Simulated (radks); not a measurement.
**Ga³⁺ in [Ne] 3s2 3p4 3d10 4p2: an all-electron calculation**

One table from this session's results is given with a row withheld; the runs are named, their logs left out.

Method: Dirac Kohn-Sham, PBE, spin-unpolarised, spherical densities, point nucleus; open shells fill j = l - 1/2 first. Code: radks (a radial shooting solver on a logarithmic mesh, Libxc functionals) version 1.

**The atom as given**

* element: gallium (Z = 31)
* charge: +3
* electrons: 28
* configuration: [Ne] 3s2 3p4 3d10 4p2

The first run:

Input:

```text
Z 31
configuration [Ne] 3s2 3p4 3d10 4p2 4s0 4d0 5p0 4f0
relativity Dirac
functional pbe,pbe
spin unpolarised
j_filling energy
nucleus point
c 137.035999084
```

Among the steps run: Self-consistent calculation.

One of the session's tables, all rows but one given; the rest of the session is left out.

It belongs to the step «Orbitals and density». Sizes of the orbitals, from the radial functions (bohr):

```
level      <r>  outermost maximum (interpolated)  90 % within  nodes
1s1/2  0.04859                            0.0318       0.0868      0
2s1/2   0.2174                             0.182        0.337      1
2p1/2   0.1881                             0.144        0.308      0
2p3/2        ?                                 ?            ?      ?
3s1/2   0.6414                             0.561        0.956      2
3p1/2   0.6551                             0.556         1.00      1
3p3/2   0.6648                             0.564         1.02      1
3d3/2   0.7146                             0.517         1.18      0
3d5/2   0.7184                             0.520         1.19      0
4s1/2    1.806                              1.60         2.63      3
4p1/2    2.048                              1.80         3.01      2
4p3/2    2.070                              1.82         3.04      2
4d3/2    2.841                              2.48         4.23      1
4d5/2    2.848                              2.48         4.24      1
```

**Question.** Estimate the row for 2p3/2.

The run gave: <r>: 0.1916; outermost maximum (interpolated): 0.147; 90 % within: 0.313; nodes: 0. In the column «<r>» it lies between 2p1/2 (0.1881) and 2s1/2 (0.2174).
